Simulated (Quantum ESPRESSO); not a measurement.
## SbSe2: phonons with AM05

The system is SbSe2.

```
Sb Se
1.0
     0.00000    3.45640    3.45640
     3.45640    0.00000    3.45640
     3.45640    3.45640    0.00000
Sb Se
1 2
Direct
  0.00000 0.00000 0.00000
  0.25000 0.25000 0.25000
  0.75000 0.75000 0.75000
```

The cell was built by a generator and needn't be a form met in nature.

```json
{"Program": "Quantum ESPRESSO 7.5", "Task": "phonons", "Functional": "AM05", "Potentials or basis": "PseudoDojo 0.4.1 SR PBE standard", "Cutoff": "1170 eV", "Density cutoff": "4680 eV", "k mesh": "2 × 2 × 2, shifted", "Occupations": "fermi-dirac, width 0.05 eV", "Spin": "no spin polarisation", "Mixing beta": "0.5", "Most SCF iterations": "120", "SCF threshold": "6e-10 Ry"}
```

```yaml
Relaxed_volume: 26.06 Å³/atom
Relaxed_cell: a = 4.799 Å, b = 4.799 Å, c = 4.799 Å, α = 60.00°, β = 60.00°, γ = 60.00°
Space_group_after_relaxing_to_0.05_Å: Fm-3m (No. 225)
Pressure_after_relaxing: 0.0 GPa
Band_gap_on_the_k_mesh: none (metal or under the smearing width)
Highest_phonon_frequency_at_Γ: 104 cm⁻¹
```

The path:
```csv
step,energy change (eV),largest force (eV/Å),pressure (GPa),volume (Å³)
1,0.0000,0.0000,-2.77,82.59
2,-0.0178,0.0000,-2.13,81.42
3,-0.0351,0.0000,-1.06,79.70
4,-0.0402,0.0000,0.08,78.05
5,-0.0402,0.0000,0.00,78.17
6,-0.0402,0.0000,0.00,78.17
```

Final structure:
```
Sb Se
1.0
     0.00000    3.39361    3.39361
     3.39361    0.00000    3.39361
     3.39361    3.39361    0.00000
Sb Se
1 2
Direct
  0.00000 0.00000 0.00000
  0.25000 0.25000 0.25000
  0.75000 0.75000 0.75000
```

Levels at points of the mesh, in eV from the Fermi level:
```
           k point  band 21  band 22  band 23  band 24  band 25  band 26
(0.25, 0.25, 0.25)    -3.10    -1.74    -1.74     0.19     2.23     2.23
```

Phonon frequencies in cm⁻¹ (negative: imaginary):
```tsv
q point	frequencies
(0.000, 0.000, 0.000)	-6 -6 -6 36 36 36 104 104 104
```

Optical modes at Γ, degenerate ones joined:
| cm⁻¹ | components | symmetry | active in |
| --- | --- | --- | --- |
| 36 | 3 | T1u | IR |
| 104 | 3 | T2g | Raman |

Run time: 2.9 min on 4 MPI ranks on Arm Neoverse V1 (shared host), peak memory 0.32 GiB a rank.

Caveat: the k mesh is coarse (spacing up to 0.79 Å⁻¹), so the values aren't converged; the mesh is thin for the phonons of a metal; the potentials were made for another functional, which shifts forces and pressure. The run has no spin-orbit coupling, so splittings on Sb are missing.
